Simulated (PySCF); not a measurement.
# C3H8BFSi: the cost of one run

The runs use PySCF 2.14.0, with density-fitted response routines of our own; the level of theory stands in each step. All values are computed, except where a source is named. Atoms are numbered from 0 throughout.

## 1. The molecule as given

14 atoms, charge 0, multiplicity 1; geometry from: GFN2-xTB. The atoms were then displaced at random by about 0.01 Å, so the start is not that level's minimum.

Bonds of the start (Å): B0–Si1 1.97, Si1–C2 1.94, C2–C3 1.49, C3–F4 1.41, C3–C5 1.51, C5–Si1 1.93, B0–H6 1.18, B0–H7 1.14, Si1–H8 1.49, C2–H9 1.09, C2–H10 1.07, C3–H11 1.11, C5–H12 1.07, C5–H13 1.10.

## 2. Geometry optimisation at PBE0-D3(BJ)/def2-SVP

What the job is given:

```
{"job": {"xc": "PBE0", "basis": "def2-SVP", "d3": "d3bj", "grid": 1, "shake": 0.01, "kind": "geom"}, "charge": 0, "multiplicity": 1}
B      2.470430     0.225500     0.599480
Si     0.619020     0.764030     0.177890
C     -0.322570    -0.084190    -1.294570
C     -1.454330    -0.384250    -0.376730
F     -2.003020    -1.664550    -0.566570
C     -0.843390    -0.187760     0.992600
H      3.264780     1.057470     0.846470
H      2.809060    -0.860240     0.604410
H      0.235230     2.201980     0.174220
H      0.165160    -1.013720    -1.590710
H     -0.567580     0.481620    -2.167810
H     -2.320000     0.297970    -0.529110
H     -0.565150    -1.145990     1.389610
H     -1.494780     0.297060     1.733060
```

Started as:

```
$ OMP_NUM_THREADS=1 python probes_run.py task.json out
```

One launch serves the whole session: the jobs run in the order shown.

Q: Estimate the wall time and peak memory of this first job on 1 thread of Intel Xeon Platinum 8488C, shared host.

About 51 s, with a peak of 0.51 GiB.
